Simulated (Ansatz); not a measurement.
# CH3BZn (SMILES C=[B][ZnH]): a relaxed scan of the bond length Zn3–H6

One table from this session's results is given with a row withheld; the runs are named, their logs left out.

Program: Ansatz 0.2.0, Gaussian basis. Level of theory: single points in def2-TZVPP. These are calculated values, not measurements.

Levels: PBE-D4, r2SCAN-D4, PBE0-D4, B3LYP-D4, wB97M-V, Hartree-Fock, MP2, CCSD, CCSD(T). The scan takes 1.328, 1.374, 1.440, 1.518, 1.604, 1.697, 1.796, 1.900, 2.008 Å.

Cores are frozen in the correlated methods. The 3s and 3p shells of Cu and Zn are frozen; filled d shells are correlated. B3LYP uses VWN-RPA correlation.

118 further runs of the same task are left out: 118 set aside as unsound or not needed.

### The system as given

The minimum, relaxed at PBE0-D4: 6 atoms, charge 0, spin multiplicity 1.

Atoms are counted from 1 here; the program's logs count them from 0.

Bond lengths: C1–B2 1.385 Å, C1–H4 1.088 Å, C1–H5 1.088 Å, B2–Zn3 2.029 Å, Zn3–H6 1.544 Å. Angles: B2–C1–H4 122.8°, B2–C1–H5 122.7°, H4–C1–H5 114.5°, C1–B2–Zn3 180.0°, B2–Zn3–H6 180.0°.

Coordinates:

```
C    -0.9736    0.0224   -1.0476
B    -0.0306    0.0003   -0.0329
Zn    1.3504   -0.0315    1.4531
H    -1.3918   -0.8826   -1.4823
H    -1.3562    0.9467   -1.4745
H     2.4018   -0.0553    2.5843
```

Energies of the minimum (eV), from earlier single points: PBE-D4 -50170.44783, r2SCAN-D4 -50178.76478, PBE0-D4 -50171.17857, B3LYP-D4 -50182.18687, wB97M-V -50176.72014, CCSD(T) -50145.36847.

At the minimum the bond length Zn3–H6 is 1.544 Å.

Set-up of the first run:

Input file relax/in.yaml:

```yaml
crystal:
  periodic: [false, false, false]
  atoms:
    - {symbol: C, position_ang: [-0.973595, 0.022432, -1.047581]}
    - {symbol: B, position_ang: [-0.030618, 0.000254, -0.032892]}
    - {symbol: Zn, position_ang: [1.350421, -0.031463, 1.453078]}
    - {symbol: H, position_ang: [-1.391752, -0.882595, -1.482343]}
    - {symbol: H, position_ang: [-1.356231, 0.946717, -1.474531]}
    - {symbol: H, position_ang: [2.254391, -0.051998, 2.425704]}
basis:
  gaussian: {orbitals: def2-TZVP}
hamiltonian: {xc: pbe0, dispersion: d4}
relax: {f_tol: 0.005, max_steps: 200, constraints: [{distance: [2, 5]}]}
```

The run is started by

```sh
> ansatz run in.yaml --threads 2 --pin off --events-out ev --progress --plain --max-ram 4352MiB
```

Among the steps run: Zn3–H6 = 1.328 Å; Zn3–H6 = 1.374 Å; Zn3–H6 = 1.440 Å; Zn3–H6 = 1.518 Å; Zn3–H6 = 1.604 Å; Zn3–H6 = 1.697 Å; Zn3–H6 = 1.796 Å; Zn3–H6 = 1.900 Å; Zn3–H6 = 2.008 Å.

One of the session's tables, all rows but one given; the rest of the session is left out.

Energies less that of the minimum at the same level (kcal/mol):

| bond length (Å) | PBE-D4 | PBE0-D4 | B3LYP-D4 | wB97M-V | Hartree-Fock |
| --- | --- | --- | --- | --- | --- |
| 1.328 | 9.5 | 9.6 | 9.5 | 9.3 | 12.4 |
| 1.374 | 5.4 | 5.5 | 5.4 | 5.2 | 7.6 |
| 1.440 | ? | ? | ? | ? | ? |
| 1.518 | 0.1 | 0.1 | 0.1 | 0.0 | 0.4 |
| 1.544 (minimum) | 0.0 | 0.0 | 0.0 | 0.0 | 0.0 |
| 1.604 | 0.5 | 0.6 | 0.6 | 0.7 | 0.0 |
| 1.697 | 2.9 | 3.1 | 3.1 | 3.4 | 1.8 |
| 1.796 | 6.9 | 7.2 | 7.1 | 7.7 | 5.4 |
| 1.900 | 11.9 | 12.5 | 12.3 | 13.3 | 10.5 |
| 2.008 | 17.8 | 18.7 | 18.4 | 19.8 | 16.6 |

Q: Estimate the row for bond length (Å) = 1.440 from the others.

Worked estimate for «PBE-D4». A straight line through the neighbours (1.374, 5.4) and (1.518, 0.1) gives 5.4 + (0.1 − 5.4) × (1.440 − 1.374) / (1.518 − 1.374) = 3.0; a parabola fitted to 4 rows on both sides gives 2.0.

As computed: PBE-D4: 1.8; PBE0-D4: 1.8; B3LYP-D4: 1.8; wB97M-V: 1.6; Hartree-Fock: 3.0. In «PBE-D4» the line misses by +1.2 and the parabola by +0.2.

Caveats from the session: A polynomial through the near points puts the CCSD(T) minimum 0.012 Å below the PBE0-D4 value.
